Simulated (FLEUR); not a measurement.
Ta3N: equation of state with PBE

Ta3N:

```xyz
4
Lattice="3.0322 0.0000 0.0000 -1.5161 2.6260 0.0000 0.0000 0.0000 7.5241" Properties=species:S:1:pos:R:3 pbc="T T T"
Ta    1.5161    0.8753    6.2155
Ta    0.0000    1.7507    1.3087
Ta    0.0000    0.0000    3.7621
N     0.0000    0.0000    0.0000
```

The cell comes from a database or a generator and needn't be the stable form of this composition.

| Property | Result |
| --- | --- |
| Program | FLEUR MaX-R8.1 (later development tree) |
| Task | equation of state |
| Functional | PBE |
| Potentials or basis | all-electron |
| Basis | FLAPW |
| Kmax | 5.07 1/bohr |
| k mesh | 10 × 10 × 4 |
| Occupations | fermi-dirac, width 0.05 eV |
| Spin | no spin polarisation |
| Gmax | 15.7 1/bohr |
| Muffin-tin radii | Ta 2.29, N 1.42 bohr |
| lmax | Ta 9, N 8 |
| lnonsphr | Ta 9, N 8 |
| Local orbitals a species | Ta 4, N 3 |

```json
{
  "Equilibrium volume": "14.94 Å³/atom",
  "Bulk modulus at fixed shape and positions": "246 GPa",
  "Pressure derivative of the bulk modulus": "4.1 (rough: it moves with the points fitted)"
}
```

Energy against volume, from the lowest point:
```tsv
volume (Å³/atom)	energy (meV/atom)
14.079	42.16
14.379	17.31
14.978	0.00
15.577	19.23
15.877	40.38
```

Caveat: the cell was scaled at fixed shape and fractional positions, which overstates the stiffness of a crystal with free parameters, most of all of layers and chains. The run has no spin-orbit coupling, so splittings on Ta are missing.
